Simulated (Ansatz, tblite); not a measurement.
**GeMeCl3 (CH₃Cl₃Ge): spin states and exact exchange**

Is the singlet the ground state of GeMeCl3 (CH₃Cl₃Ge)? Other spin states are computed and compared level by level.

Computed with Ansatz 0.2.0, Gaussian basis. Level: as each input shows.

The runs, in order: triplet, at the geometry of the singlet (GFN1-xTB, GFN2-xTB, PBE0-D4/def2-TZVP, PBE-D4/def2-TZVP, r2SCAN-D4/def2-TZVP); the singlet's energies come from earlier runs.

2 further runs of the same task are left out: 2 set aside as unsound or not needed.

## (1) The geometry

The singlet was relaxed beforehand with r2SCAN-D4/def2-SVP.

8 atoms, charge 0, spin multiplicity 1.

Bond lengths: Ge1–C2 1.926 Å, Ge1–Cl6 2.150 Å, Ge1–Cl7 2.150 Å, Ge1–Cl8 2.150 Å, C2–H3 1.099 Å, C2–H4 1.099 Å, C2–H5 1.099 Å. Angles: C2–Ge1–Cl6 111.2°, C2–Ge1–Cl7 111.2°, C2–Ge1–Cl8 111.2°, Cl6–Ge1–Cl7 107.7°, Cl6–Ge1–Cl8 107.7°, Cl7–Ge1–Cl8 107.7°, Ge1–C2–H3 109.1°, Ge1–C2–H4 109.1°, Ge1–C2–H5 109.1°, H3–C2–H4 109.8°, H3–C2–H5 109.8°, H4–C2–H5 109.8°.

Geometry (Å):

```xyz
8

Ge   -0.00182    0.00235   -0.80604
C     0.00256   -0.00325    1.11947
H    -1.03446    0.03652    1.48151
H     0.55767    0.87407    1.48029
H     0.48693   -0.92351    1.47520
Cl    2.00067   -0.02489   -1.58820
Cl   -0.98021    1.75509   -1.57614
Cl   -1.03132   -1.71640   -1.58608
```

## (2) Triplet at the fixed geometry, GFN1-xTB

Tight binding, by tblite at 300 K electronic temperature and without a spin-polarisation term:

```python
tblite.interface.Calculator('GFN1-xTB', numbers, positions, charge=0, uhf=2).singlepoint()
```

Energy -492.0833 eV; 0.01 s.

## (3) Triplet at the fixed geometry, GFN2-xTB

Tight binding, by tblite at 300 K electronic temperature and without a spin-polarisation term:

```python
tblite.interface.Calculator('GFN2-xTB', numbers, positions, charge=0, uhf=2).singlepoint()
```

Energy -522.1400 eV; 0.01 s.

## (4) Triplet at the fixed geometry, PBE0-D4/def2-TZVP

in.yaml reads:

```yaml
crystal:
  periodic: [false, false, false]
  atoms:
    - {symbol: Ge, position_ang: [-0.001821, 0.002348, -0.806043]}
    - {symbol: C, position_ang: [0.002556, -0.003253, 1.119475]}
    - {symbol: H, position_ang: [-1.034457, 0.036524, 1.481510]}
    - {symbol: H, position_ang: [0.557666, 0.874074, 1.480295]}
    - {symbol: H, position_ang: [0.486934, -0.923514, 1.475201]}
    - {symbol: Cl, position_ang: [2.000667, -0.024886, -1.588195]}
    - {symbol: Cl, position_ang: [-0.980214, 1.755093, -1.576138]}
    - {symbol: Cl, position_ang: [-1.031322, -1.716397, -1.586084]}
basis:
  gaussian: {orbitals: def2-TZVP}
magnetization: {spin_polarized: true, initial_magnetization: 2}
hamiltonian: {xc: pbe0, dispersion: d4}
scf: {omitted_lower_state_checks: [starts]}
output: {orbitals: {seedname: orbitals}}
```

Launch:

```bash
$ ansatz run in.yaml --threads 4 --pin off --events-out ev --progress --plain --max-ram 4787MiB
```

What it wrote:

```text
Functional definition: PBE0
  name "PBE0"
  cite "Adamo & Barone, J. Chem. Phys. 110, 6158 (1999) doi:10.1063/1.478522"
  cite "Perdew, Burke & Ernzerhof, Phys. Rev. Lett. 77, 3865 (1996) doi:10.1103/PhysRevLett.77.3865"
  parent pbe
  parameter a = 0.25
  parameter kappa = 0.804
  parameter beta = 0.06672455060314922
  exchange = (1 - a)*pbe_x(kappa = kappa, mu = beta*pi^2/3) + a*exact_x
  correlation = pbe_c(beta = beta)
these checks for a lower state are left out or cut short: starts
1517 factors; their error is unknown
mean field evaluation 1: about -95144.2205 eV, gradient 3.8e1 eV
mean field evaluation 2: about -95133.4563 eV, gradient 5.2e1 eV
mean field evaluation 4: about -95150.4865 eV, gradient 4.5e0 eV
mean field evaluation 8: about -95150.5781 eV, gradient 2.6e-1 eV
mean field evaluation 16: about -95150.9541 eV, gradient 2.4e-3 eV
mean field evaluation 32: about -95150.9673 eV, gradient 2.1e-5 eV
mean field -95150.96730108 eV, -3496.7335526728 hartree, gradient 1.0e-5 eV, S^2 2.007663; 0 other end points of the search recorded, 0 dependent functions left out
reference -95150.96733323 eV, -3496.7335538542 hartree; 47, 45 occupied and 161, 163 virtual orbitals, 1517 factors
Total energy: -95151.20195551 eV, -3496.7421760639 hartree
Checks for a lower state left out: starts
```

It took 38 s on 4 threads of Intel Xeon at 2.70GHz, shared host; peak memory 1.5 GiB.

From the report: HOMO -3.03 eV, LUMO -7.47 eV (over both spins; with the spin held, an empty level of the minority spin lies below the top filled one); ⟨S²⟩ 2.008 (pure: 2.00).

## (5) Triplet at the fixed geometry, PBE-D4/def2-TZVP

start.molden holds the orbitals of an earlier run on this state, given as this run's starting guess.

Changes to in.yaml since step 4:

```diff
@@ -12,5 +12,5 @@
 basis:
-  gaussian: {orbitals: def2-TZVP}
+  gaussian: {orbitals: def2-TZVP, initial_orbitals: start.molden}
 magnetization: {spin_polarized: true, initial_magnetization: 2}
-hamiltonian: {xc: pbe0, dispersion: d4}
+hamiltonian: {xc: pbe, dispersion: d4}
 scf: {omitted_lower_state_checks: [starts]}
```

Launched as before.

What it wrote:

```text
Functional definition: PBE
  name "PBE"
  cite "Perdew, Burke & Ernzerhof, Phys. Rev. Lett. 77, 3865 (1996) doi:10.1103/PhysRevLett.77.3865"
  parent pbe
  parameter kappa = 0.804
  parameter beta = 0.06672455060314922
  exchange = pbe_x(kappa = kappa, mu = beta*pi^2/3)
  correlation = pbe_c(beta = beta)
these checks for a lower state are left out or cut short: starts
1438 factors; their error is unknown
mean field evaluation 1: about -95146.8146 eV, gradient 1.2e1 eV
mean field evaluation 2: about -95146.9588 eV, gradient 2.2e-1 eV
mean field evaluation 4: about -95146.9392 eV, gradient 2.0e-2 eV
mean field evaluation 8: about -95146.9392 eV, gradient 2.3e-5 eV
mean field evaluation 16: about -95146.9392 eV, gradient 2.2e-6 eV
mean field -95146.93918475 eV, -3496.5855221279 hartree, gradient 2.2e-6 eV, S^2 2.002273; 0 other end points of the search recorded, 0 dependent functions left out
reference -95146.93922818 eV, -3496.5855237237 hartree; 47, 45 occupied and 161, 163 virtual orbitals, 1438 factors
Total energy: -95147.21052185 eV, -3496.5954935823 hartree
Checks for a lower state left out: starts
```

It took 10 s on 4 threads of Intel Xeon at 2.70GHz, shared host.

Report: HOMO -2.27 eV, LUMO -7.72 eV (over both spins; with the spin held, an empty level of the minority spin lies below the top filled one); ⟨S²⟩ 2.002 (pure: 2.00).

## (6) Triplet at the fixed geometry, r2SCAN-D4/def2-TZVP

Changes to in.yaml since step 5:

```diff
@@ -14,3 +14,3 @@
 magnetization: {spin_polarized: true, initial_magnetization: 2}
-hamiltonian: {xc: pbe, dispersion: d4}
+hamiltonian: {xc: r2scan, dispersion: d4}
 scf: {omitted_lower_state_checks: [starts]}
```

The command is unchanged.

What it wrote (excerpt; [...] marks lines left out):

```text
Functional definition: r2SCAN
  name "r2SCAN"
  cite "Furness, Kaplan, Ning, Perdew & Sun, J. Phys. Chem. Lett. 11, 8208 (2020) doi:10.1021/acs.jpclett.0c02405"
  cite "Furness, Kaplan, Ning, Perdew & Sun, J. Phys. Chem. Lett. 11, 9248 (2020) doi:10.1021/acs.jpclett.0c03077"
  parent r2scan
[...]
1438 factors; their error is unknown
[...]
mean field -95168.76444044 eV, -3497.3875854808 hartree, gradient 3.3e-6 eV, S^2 2.005632; 0 other end points of the search recorded, 0 dependent functions left out
reference -95168.76445274 eV, -3497.3875859327 hartree; 47, 45 occupied and 161, 163 virtual orbitals, 1438 factors
Total energy: -95168.82873207 eV, -3497.3899481545 hartree
Checks for a lower state left out: starts
```

Run time: 30 s. Hardware: 4 threads of Intel Xeon at 2.70GHz, shared host; peak memory 0.72 GiB.

HOMO -2.35 eV, LUMO -7.91 eV (over both spins; with the spin held, an empty level of the minority spin lies below the top filled one); ⟨S²⟩ 2.006 (pure: 2.00).

## (7) Triplet less singlet, vertical

The singlet's energies are those of its earlier runs, whose logs aren't repeated here.

| level | triplet less singlet, vertical (eV) | time |
| --- | --- | --- |
| GFN1-xTB | +6.196 | 0.021 s |
| GFN2-xTB | +5.615 | 0.019 s |
| PBE-D4/def2-TZVP | +5.489 | 14 s |
| r2SCAN-D4/def2-TZVP | +5.851 | 34 s |
| PBE0-D4/def2-TZVP | +6.187 | 43 s |

Times add the two runs; a level without a time comes out of a correlated run. Tight binding without a spin term can't rank spin states.

## (8) Summary of results

| quantity | value |
| --- | --- |
| triplet less singlet, vertical, functionals in def2-TZVP | +5.489 (PBE-D4) to +6.187 eV (PBE0-D4) |

What this shows: All functionals put the triplet above the singlet, over a spread of 0.698 eV. The checks for a lower triplet were left out, so another state of that spin may lie lower. These are electronic energies, without zero-point motion, entropy or surroundings.
